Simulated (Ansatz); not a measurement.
# Sn2TeSe: how the settings move a single-point run

Aim: see which settings change the result for Sn2TeSe, by how much, and at what cost. The cell is built on a prototype (ordering on rocksalt) and needn't be the phase found in nature.

Program: Ansatz 0.2.0. Level of theory: reference: DFT, HSE06, plane waves, PAW. These are calculated values, not measurements.

4 further runs of the same task are left out: 1 for a known fault of the program, 3 that didn't finish.

### 1 The structure to begin with

It takes space group R-3m (No. 166, trigonal). Conventional cell: a = 4.382 Å, b = 4.382 Å, c = 21.373 Å, α = 90.00°, β = 90.00°, γ = 120.00°. Se (site symmetry -3m) is surrounded by 6 Sn at 3.03 Å. Te (site symmetry -3m) has 6 Sn at 3.16 Å as nearest neighbours. Sn (site symmetry 3m) is surrounded by 3 Se at 3.03 Å and 3 Te at 3.16 Å.

Coordinates:

```xyz
4
Lattice="2.1912 1.2651 7.1242 -2.1912 1.2651 7.1242 0.0000 -2.5302 7.1242" Properties=species:S:1:pos:R:3 pbc="T T T"
Se    2.1912    1.2651    7.1242
Te    0.0000    0.0000   10.6863
Sn    0.0000    0.0000    5.4613
Sn    0.0000    0.0000   15.9113
```

### 2 Reference

Input file input.yaml:

```yaml
crystal:
  lattice:
    - [2.1911871275, 1.2650824779, 7.1242022526]
    - [-2.1911871275, 1.2650824779, 7.1242022526]
    - [0.0, -2.5301649558, 7.1242022526]
  atoms:
    - { symbol: Se, position: [1.0, 0.0, 0.0] }
    - { symbol: Te, position: [0.5, 0.5, 0.5] }
    - { symbol: Sn, position: [0.2555289086, 0.2555289086, 0.2555289086] }
    - { symbol: Sn, position: [0.7444710914, 0.7444710914, 0.7444710914] }
kpoints:
  mp_grid: { grid: [4, 4, 4] }
hamiltonian:
  xc: hse06
scf:
  occupations: { method: fixed }
  n_extra_bands: 5
output:
  forces: true
  stress: true
  eigenvalues: true
```

Started as:

```
$ ansatz run input.yaml --threads 4 --pin off --max-ram 3686MiB --backend cpu --events-out ev --progress --plain --runs-dir out
```

### 3 Variant: exchange pbe, correlation pbe, coeff 0.75, omega 0.2078

input.yaml: that of step 2 with these lines changed.

```diff
@@ -13,3 +13,6 @@
 hamiltonian:
-  xc: hse06
+  xc:
+    exchange: pbe
+    correlation: pbe
+    exx: { coeff: 0.75, omega: 0.2078 }
 scf:
```

### 4 Variant: exchange pbe, correlation pbe, coeff 0.75, omega 0.5

input.yaml: that of step 2 with these lines changed.

```diff
@@ -13,3 +13,3 @@
 hamiltonian:
-  xc: hse06
+  xc: { exchange: pbe, correlation: pbe, exx: { coeff: 0.75, omega: 0.5 } }
 scf:
```

**Question.** What will these runs give? Wanted: for each run, ending; energy change; pressure; gap; force.

**Answer**, as computed:

```tsv
run	ending	energy change	pressure (GPa)	gap (eV)	force (eV/Å)	cycles	time
reference	converged	-	-0.6	0.06	0.05	18	20 s
1: exchange pbe, correlation pbe, coeff 0.75, omega 0.2078	converged	not comparable	-1.7	0.61	0.10	26	27 s
2: exchange pbe, correlation pbe, coeff 0.75, omega 0.5	converged	not comparable	-1.7	0.04	0.06	26	25 s
```

Residual by cycle in the longest SCF loop of each run; runs are numbered as in the table. The quantity is the density residual dr2, in eV.

```tsv
cycle	reference	run 1	run 2
1	0.0248	0.133	0.0865
2	0.00434	0.0778	0.0191
3	0.00177	0.0288	0.0213
4	3.0e-4	0.00868	0.0071
5	3.0e-4	0.0045	0.00127
6	5.4e-5	8.8e-4	7.1e-4
7	5.6e-5	1.5e-4	1.3e-4
8	1.9e-6	-	3.3e-5
```

The gap of the reference lacks spin-orbit coupling, though the cell holds Te.
